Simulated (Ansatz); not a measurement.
# MgBr radical: a ladder of functionals and wavefunction methods

An exercise on one series of results from a longer session: the logs are not shown, and one member is left open.

The runs use Ansatz 0.2.0, Gaussian basis; functionals in def2-TZVPP, the program's frozen cores in correlated methods.

Levels to be run: LDA (SPW92), PBE-D4, revPBE-D4, BLYP-D4, r2SCAN-D4, B97M-V, PBE0-D4, B3LYP-D4, r2SCANh-D4, r2SCAN0-D4, HSE06-D4, BHLYP-D4, CAM-B3LYP-D4, LC-ωPBE, ωB97X-V, ωB97M-V, B2PLYP, PBE-QIDH; CCSD(T)/def2-SVP; CCSD(T)/def2-TZVPP; CCSD(T)/def2-QZVPP; extrapolation to the limit; RPA on PBE.

## The geometry

All runs share one geometry, relaxed beforehand with PBE0-D4 in a triple-zeta def2 set.

SMILES `[Mg][Br]`, 2 atoms, charge 0, spin multiplicity 2.

Atoms are counted from 1 here; the program's logs count them from 0.

Bond lengths: Mg1–Br2 2.369 Å.

Geometry (Å):

```xyz
2
charge 0, multiplicity 2
Mg   -0.9946    0.3064   -0.5191
Br    1.0241   -0.3665    0.5232
```

Set-up of the first run:

Input file in.yaml:

```yaml
crystal:
  periodic: [false, false, false]
  atoms:
    - {symbol: Mg, position_ang: [-0.994556, 0.306449, -0.519124]}
    - {symbol: Br, position_ang: [1.024056, -0.366549, 0.523224]}
basis:
  gaussian: {orbitals: def2-TZVPP}
magnetization: {spin_polarized: true, initial_magnetization: 1}
hamiltonian: {xc: lda}
output: {orbitals: {seedname: orbitals}}
```

Among the steps run: LDA; PBE-D4 (GGA); revPBE-D4 (GGA); BLYP-D4 (GGA); r2SCAN-D4 (meta-GGA); B97M-V (meta-GGA); PBE0-D4 (hybrid); B3LYP-D4 (hybrid); r2SCANh-D4 (hybrid); r2SCAN0-D4 (hybrid); HSE06-D4 (hybrid); BHLYP-D4 (hybrid); CAM-B3LYP-D4 (range-separated); LC-ωPBE-D4 (range-separated; the results give it without D4); ωB97X-V (range-separated); ωB97M-V (range-separated); B2PLYP (double hybrid); PBE-QIDH (double hybrid).

One table of the session follows, with a row left open; its other results are not shown here.

It belongs to the step «Orbital energies across the functionals». 

| functional | HOMO (eV) | LUMO (eV) | gap (eV) |
| --- | --- | --- | --- |
| LDA (SPW92) | -4.97 | -3.87 | 1.10 |
| PBE-D4 | -4.93 | -3.64 | 1.28 |
| revPBE-D4 | -4.89 | -3.61 | 1.29 |
| BLYP-D4 | -4.74 | -3.64 | 1.10 |
| r2SCAN-D4 | -5.14 | -3.24 | 1.90 |
| B97M-V | -4.78 | -4.56 | 0.21 |
| PBE0-D4 | -5.77 | -2.89 | 2.88 |
| B3LYP-D4 | ? | ? | ? |
| r2SCANh-D4 | -5.44 | -3.09 | 2.35 |
| r2SCAN0-D4 | -5.90 | -2.88 | 3.02 |
| HSE06-D4 | -5.38 | -3.24 | 2.14 |
| BHLYP-D4 | -6.43 | -2.41 | 4.02 |
| CAM-B3LYP-D4 | -6.84 | -2.31 | 4.54 |
| LC-ωPBE | -8.02 | -1.06 | 6.96 |
| ωB97X-V | -7.65 | -0.77 | 6.88 |
| ωB97M-V | -7.32 | -1.51 | 5.81 |

Estimate the missing values for B3LYP-D4.

Worked estimate for «HOMO (eV)». Against the share of exact exchange, BLYP-D4 (0, -4.74), BHLYP-D4 (0.5, -6.43) give a slope of -3.38 per unit share; at 0.2 the line stands at -5.42.

The run gave: HOMO (eV): -5.57; LUMO (eV): -3.26; gap (eV): 2.31. In «HOMO (eV)» the line misses by +0.15.
